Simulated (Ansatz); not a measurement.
**CH₈GeSSi: small, medium and large basis sets**

One table from this session's results is given with a row withheld; the runs are named, their logs left out.

Computed with Ansatz 0.2.0, Gaussian basis. Level: one geometry, several basis sets.

Levels to be run: PBE0-D4/def2-SVP; ωB97M-V/def2-SVP; PBE0-D4/def2-QZVPP; ωB97M-V/def2-QZVPP; the functionals' def2-TZVPP values are taken from earlier runs.

### The geometry

An earlier PBE0-D4 in a triple-zeta def2 set relaxation fixed the geometry.

SMILES `[SiH3][GeH2][CH2]S`, 12 atoms, charge 0, spin multiplicity 1.

Atoms are counted from 1 here; the program's logs count them from 0.

Bond lengths: Si1–Ge2 2.381 Å, Si1–H5 1.487 Å, Si1–H6 1.488 Å, Si1–H7 1.484 Å, Ge2–C3 1.969 Å, Ge2–H8 1.543 Å, Ge2–H9 1.544 Å, C3–S4 1.808 Å, C3–H10 1.091 Å, C3–H11 1.092 Å, S4–H12 1.343 Å. Angles: Ge2–Si1–H5 109.1°, Ge2–Si1–H6 109.9°, Ge2–Si1–H7 111.1°, H5–Si1–H6 108.7°, H5–Si1–H7 109.4°, H6–Si1–H7 108.6°, Si1–Ge2–C3 108.4°, Si1–Ge2–H8 110.9°, Si1–Ge2–H9 112.3°, C3–Ge2–H8 107.3°, C3–Ge2–H9 110.0°, H8–Ge2–H9 107.9°, Ge2–C3–S4 111.6°, Ge2–C3–H10 112.0°, Ge2–C3–H11 108.6°, S4–C3–H10 111.1°, S4–C3–H11 105.3°, H10–C3–H11 107.8° and more.

Set-up of the first run:

Input file in.yaml:

```yaml
crystal:
  periodic: [false, false, false]
  atoms:
    - {symbol: Si, position_ang: [-1.306817, 1.380008, -0.418503]}
    - {symbol: Ge, position_ang: [0.070923, 0.084362, 1.028008]}
    - {symbol: C, position_ang: [1.442182, -0.814993, -0.061786]}
    - {symbol: S, position_ang: [0.708232, -1.700580, -1.456662]}
    - {symbol: H, position_ang: [-0.450346, 2.052703, -1.431229]}
    - {symbol: H, position_ang: [-2.025786, 2.420963, 0.364957]}
    - {symbol: H, position_ang: [-2.308569, 0.528887, -1.108100]}
    - {symbol: H, position_ang: [-0.751447, -1.016686, 1.729645]}
    - {symbol: H, position_ang: [0.743240, 0.943407, 2.120387]}
    - {symbol: H, position_ang: [2.070747, -1.475563, 0.536463]}
    - {symbol: H, position_ang: [2.086241, -0.055435, -0.508737]}
    - {symbol: H, position_ang: [-0.201600, -2.402074, -0.760443]}
basis:
  gaussian: {orbitals: def2-SVP}
hamiltonian: {xc: pbe0, dispersion: d4}
output: {orbitals: {seedname: orbitals}}
```

Steps of the session up to this table: PBE0-D4 in def2-SVP; ωB97M-V in def2-SVP; PBE0-D4 in def2-QZVPP; ωB97M-V in def2-QZVPP.

One of the session's tables, all rows but one given; the rest of the session is left out.

It belongs to the step «Density functionals: the series». 

```
functional       basis  HOMO (eV)  LUMO (eV)
   PBE0-D4    def2-SVP          ?          ?
   PBE0-D4  def2-TZVPP      -6.82      -0.13
   PBE0-D4  def2-QZVPP      -6.84      -0.29
   ωB97M-V    def2-SVP      -8.88       2.04
   ωB97M-V  def2-TZVPP      -9.01       1.59
   ωB97M-V  def2-QZVPP      -9.04       1.22
```

Estimate the missing values for PBE0-D4, def2-SVP.

As computed: HOMO (eV): -6.72; LUMO (eV): 0.19. In the column «HOMO (eV)» it is the highest.
